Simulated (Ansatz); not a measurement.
**ClH₃InN: how energies converge with the basis set**

One table from this session's results is given with a row withheld; the runs are named, their logs left out.

Computed with Ansatz 0.2.0, Gaussian basis. Level: one geometry, several basis sets.

The runs, in order: PBE0-D4/def2-SVP; ωB97M-V/def2-SVP; PBE0-D4/def2-QZVPP; ωB97M-V/def2-QZVPP; the functionals' def2-TZVPP values are taken from earlier runs.

## The relaxed structure

All runs share one geometry, relaxed beforehand with PBE0-D4 in a triple-zeta def2 set. In takes the def2 core potential; no spin-orbit term is included.

SMILES `[NH2][InH][Cl]`, 6 atoms, charge 0, spin multiplicity 1.

Atoms are counted from 1 here; the program's logs count them from 0.

Bond lengths: N1–In2 1.995 Å, N1–H4 1.007 Å, N1–H5 1.008 Å, In2–Cl3 2.339 Å, In2–H6 1.693 Å. Angles: In2–N1–H4 121.6°, In2–N1–H5 118.5°, H4–N1–H5 111.0°, N1–In2–Cl3 109.2°, N1–In2–H6 131.5°, Cl3–In2–H6 119.1°.

Geometry (Å):

```xyz
6
ClH3InN
N    -1.0208    0.1881   -0.5041
In    0.7921    0.1486    0.3279
Cl    0.9908   -1.7710    1.6492
H    -1.2194    0.7614   -1.3082
H    -1.5582   -0.6645   -0.5268
H     2.0575    1.2734    0.3158
```

The first run:

in.yaml

```yaml
crystal:
  periodic: [false, false, false]
  atoms:
    - {symbol: N, position_ang: [-1.020817, 0.188086, -0.504109]}
    - {symbol: In, position_ang: [0.792063, 0.148642, 0.327859]}
    - {symbol: Cl, position_ang: [0.990842, -1.771034, 1.649202]}
    - {symbol: H, position_ang: [-1.219397, 0.761364, -1.308183]}
    - {symbol: H, position_ang: [-1.558226, -0.664540, -0.526779]}
    - {symbol: H, position_ang: [2.057534, 1.273382, 0.315810]}
basis:
  gaussian: {orbitals: def2-SVP}
hamiltonian: {xc: pbe0, dispersion: d4}
output: {orbitals: {seedname: orbitals}}
```

Steps of the session up to this table: PBE0-D4 in def2-SVP; ωB97M-V in def2-SVP; PBE0-D4 in def2-QZVPP; ωB97M-V in def2-QZVPP.

One of the session's tables, all rows but one given; the rest of the session is left out.

It belongs to the step «Functionals by basis». 

| functional | basis | HOMO (eV) |
| --- | --- | --- |
| PBE0-D4 | def2-SVP | -7.28 |
| PBE0-D4 | def2-TZVPP | ? |
| PBE0-D4 | def2-QZVPP | -7.55 |
| ωB97M-V | def2-SVP | -9.59 |
| ωB97M-V | def2-TZVPP | -9.85 |
| ωB97M-V | def2-QZVPP | -9.91 |

**Question.** Estimate the row for PBE0-D4, def2-TZVPP.

**Answer.** HOMO (eV): -7.50. In the column «HOMO (eV)» it lies between PBE0-D4, def2-QZVPP (-7.55) and PBE0-D4, def2-SVP (-7.28).
